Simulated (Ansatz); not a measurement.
The system is HPbNO4.

```
CELL_PARAMETERS angstrom
4.12040 -0.00081 -0.01120
0.00404 6.42722 0.05360
0.02791 3.20707 7.74994
ATOMIC_POSITIONS crystal
H 0.90366 0.21821 0.48851
H 0.40337 0.78177 0.51142
Pb 0.39455 0.30863 0.70725
Pb 0.89489 0.69135 0.29266
N 0.63409 0.19990 0.20730
N 0.13386 0.80012 0.79275
O 0.90829 0.32866 0.54369
O 0.53792 0.39076 0.19497
O 0.53483 0.11279 0.10602
O 0.83718 0.08887 0.32672
O 0.40817 0.67132 0.45624
O 0.03774 0.60924 0.80520
O 0.03429 0.88737 0.89397
O 0.33716 0.91101 0.67330
```

The cell was built by a generator and needn't be a form met in nature.

Base run:

- Program: Ansatz 0.2.0
- Functional: r2SCAN
- Potentials or basis: Ansatz PAW
- Cutoff: 500 eV (not typed: the program's choice for these potentials)
- k mesh: 7 × 5 × 4
- Occupations: fermi-dirac, width 0.05 eV
- Spin: no spin polarisation

Its results: band gap on the k mesh 3.68 eV, indirect (least direct gap 3.81 eV); pressure -3.3 GPa; largest force 0.658 eV/Å.

Q: The run is repeated on the same cell with these changes: functional from r2SCAN to PBE; cutoff from 500 eV (not typed: the program's choice for these potentials) to 420 eV (not typed: the program's choice for these potentials). What comes out?

A: Band gap on the k mesh 3.30 eV, indirect (least direct gap 3.39 eV); pressure 0.0 GPa; largest force 0.007 eV/Å.

r2SCAN gives the wider gap, since meta-GGAs in the generalised Kohn-Sham scheme recover part of the derivative discontinuity.

Caveats: spin-orbit coupling is left out, which as a rule narrows the gap of such compounds by several tenths of an eV; the PAW data sets come from PBE, with cores solved anew for the run's functional, which leaves a small shift of forces and pressure (some runs); odd divisions of the mesh miss points on the zone boundary, where band edges often lie, so the gap on the mesh can be too wide (some runs).
